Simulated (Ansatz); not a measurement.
# K3I2Br: the cost of one run

Computed with Ansatz 0.2.0 (DFT LDA, scalar-relativistic, plane waves, PAW, unless a step's input says otherwise).

2 further runs of the same task are left out: 2 set aside as unsound or not needed.

### Step 1. Starting point

The structure is trigonal, space group P-3m1 (No. 164). Conventional cell: a = 4.711 Å, b = 4.711 Å, c = 11.568 Å, α = 90.00°, β = 90.00°, γ = 120.00°. Around K (site symmetry -3m) lie 6 I at 3.39 Å. K (site symmetry 3m) has 3 Br at 3.23 Å and 3 I at 3.39 Å as nearest neighbours. I (site symmetry 3m) has 6 K at 3.39 Å as nearest neighbours. Br (site symmetry -3m) has 6 K at 3.23 Å as nearest neighbours.

Structure file:

```
CELL_PARAMETERS angstrom
4.71106 0.00000 0.00000
-2.35553 4.07989 0.00000
0.00000 0.00000 11.56804
ATOMIC_POSITIONS crystal
K 0.00000 0.00000 0.50000
K 0.33333 0.66667 0.15010
K 0.66667 0.33333 0.84990
I 0.33333 0.66667 0.67502
I 0.66667 0.33333 0.32498
Br 0.00000 0.00000 0.00000
```

It goes back to an entry of the Materials Project, which need not be the stable form.

This cell was relaxed beforehand with the same method: volume 37.06 Å³/atom, gap on the mesh 3.74 eV.

### Step 2. The scan

The energy is mapped over the lattice constants a and c of the conventional cell.

- lattice constant a (and b): 5 values from 4.476 to 4.947 Å
- lattice constant c: 5 values from 10.64 to 12.49 Å

Relaxed at each point: the atoms inside the fixed cell. Energies count from the relaxed crystal. Points are written as (first, second).

### Step 3. Point (4.476 Å, 11.57 Å)

input.yaml

```yaml
crystal:
  lattice:
    - [4.4755, 0.0, 0.0]
    - [-2.23775, 3.8758966946, 0.0]
    - [0.0, 0.0, 11.5680398841]
  atoms:
    - { symbol: K, position: [0.0, 0.0, 0.5] }
    - { symbol: K, position: [0.3333333333, 0.6666666667, 0.1500969033] }
    - { symbol: K, position: [0.6666666667, 0.3333333333, 0.8499030967] }
    - { symbol: I, position: [0.3333333333, 0.6666666667, 0.6750221222] }
    - { symbol: I, position: [0.6666666667, 0.3333333333, 0.3249778778] }
    - { symbol: Br, position: [0.0, 0.0, 0.0] }
basis:
  ecutwfc: 420
kpoints:
  mp_grid: { grid: [6, 6, 2] }
hamiltonian:
  xc: lda
scf:
  occupations: { method: gaussian, width: 0.05 }
output:
  forces: true
  stress: true
  eigenvalues: true
relax:
  adjacent_minimum: "off"
  f_tol: 0.01
  max_steps: 30
```

Command:

```sh
> ansatz run input.yaml --threads 1 --pin off --max-ram 2048MiB --backend cpu --events-out ev --progress --plain --runs-dir out
```

**Question.** How long does this run take on 1 thread of Intel Xeon at 2.70GHz, shared host, and how much memory does it need?

About 13 s, with a peak of 0.46 GiB.
